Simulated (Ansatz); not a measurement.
Geometry optimisation, DFT PBEsol, scalar-relativistic, plane waves, PAW (Ansatz).

input.yaml

```yaml
crystal:
  lattice:
    - [6.288177, 0.0, 0.0]
    - [3.143316, 5.452883, 0.0]
    - [0.465655, 0.241837, 6.699983]
  atoms:
    - { symbol: Ni, position: [0.05604296, 0.44408426, -2.0e-06], spin: 0.8 }
    - { symbol: H, position: [0.37869849, 0.26224948, 0.29696751] }
    - { symbol: H, position: [0.23585603, 0.12300095, 0.70299802] }
    - { symbol: O, position: [0.38132548, 0.27115024, 0.152602] }
    - { symbol: O, position: [0.22983854, 0.11775394, 0.84743403] }
    - { symbol: Ni, position: [0.05604292, 0.94408427, -2.0e-06], spin: 0.8 }
    - { symbol: H, position: [0.37869845, 0.76224949, 0.29696751] }
    - { symbol: H, position: [0.23585598, 0.62300096, 0.70299802] }
    - { symbol: O, position: [0.38132544, 0.77115025, 0.152602] }
    - { symbol: O, position: [0.22983849, 0.61775395, 0.84743403] }
    - { symbol: Ni, position: [0.55604295, 0.44408426, -2.0e-06], spin: 0.8 }
    - { symbol: H, position: [0.87869848, 0.26224948, 0.29696751] }
    - { symbol: H, position: [0.73585602, 0.12300095, 0.70299802] }
    - { symbol: O, position: [0.88132547, 0.27115024, 0.152602] }
    - { symbol: O, position: [0.72983853, 0.11775394, 0.84743403] }
    - { symbol: Ni, position: [0.55604291, 0.94408427, -2.0e-06], spin: 0.8 }
    - { symbol: H, position: [0.87869844, 0.76224949, 0.29696751] }
    - { symbol: H, position: [0.73585598, 0.62300096, 0.70299802] }
    - { symbol: O, position: [0.88132543, 0.77115025, 0.152602] }
    - { symbol: O, position: [0.72983849, 0.61775395, 0.84743403] }
    - { symbol: Li, position: [0.91474892, 0.28609273, 0.5841608] }
magnetization:
  spin_polarized: true
total_charge: 1
basis:
  ecutwfc: 420.0
kpoints:
  mp_grid: { grid: [3, 3, 2] }
hamiltonian:
  xc: pbesol
scf:
  occupations: { method: gaussian, width: 0.05 }
  lower_state_search: "off"
relax:
  f_tol: 0.03
  max_steps: 60
  adjacent_minimum: "off"
```

Run as:

```bash
$ ansatz run input.yaml --threads 4 --pin off --max-ram 10240MiB --backend cpu --events-out ev --progress --plain --runs-dir out
```

Task: Where does it end, and by what steps?

Result: The run converged. No Hubbard correction was used and the magnetic state wasn't searched. Limits of this set-up: coarse k mesh, a small cell, in which the defect meets its images, charged cell in a uniform background, uncorrected. After 8 steps the energy has fallen by 2.216 eV; Li21 moved furthest, 1.14 Å. Joined: Ni1–Li21 (3.34 → 2.48 Å), Ni6–Li21 (3.30 → 2.48 Å), Ni11–Li21 (3.34 → 2.48 Å), O20–Li21 (2.57 → 1.90 Å).

```tsv
step	energy less start (eV)	largest force component (eV/Å)	accepted
0	0.0000	1.057	yes
1	-0.6960	1.279	yes
2	-1.1786	1.441	yes
3	-1.6245	1.393	yes
4	-1.9813	0.982	yes
5	-2.1588	0.439	yes
6	-2.2033	0.188	yes
7	-2.2144	0.067	yes
8	-2.2157	0.014	yes
```

```xyz
21
Lattice="6.2882 0.0000 0.0000 3.1433 5.4529 0.0000 0.4657 0.2418 6.7000" Properties=species:S:1:pos:R:3
Ni 1.805 2.450 -0.021
H 3.328 1.546 1.903
H 2.556 0.630 4.715
O 3.323 1.510 0.932
O 2.216 0.839 5.605
Ni 3.321 5.080 -0.026
H 4.869 4.221 1.903
H 3.779 3.563 4.738
O 4.892 4.234 0.932
O 3.786 3.568 5.710
Ni 4.839 2.450 -0.025
H 6.455 1.503 1.766
H 5.012 0.640 4.713
O 6.465 1.508 0.796
O 5.359 0.841 5.602
Ni 6.465 5.144 0.060
H 8.073 4.221 1.903
H 6.918 3.968 4.715
O 8.039 4.235 0.932
O 6.929 3.569 5.605
Li 6.933 1.752 5.055
```

The run took 76 s on 4 threads of Intel(R) Xeon(R) Platinum 8259CL CPU @ 2.50GHz (Skylake/Cascade Lake) (shared host), peak memory 0.96 GiB.
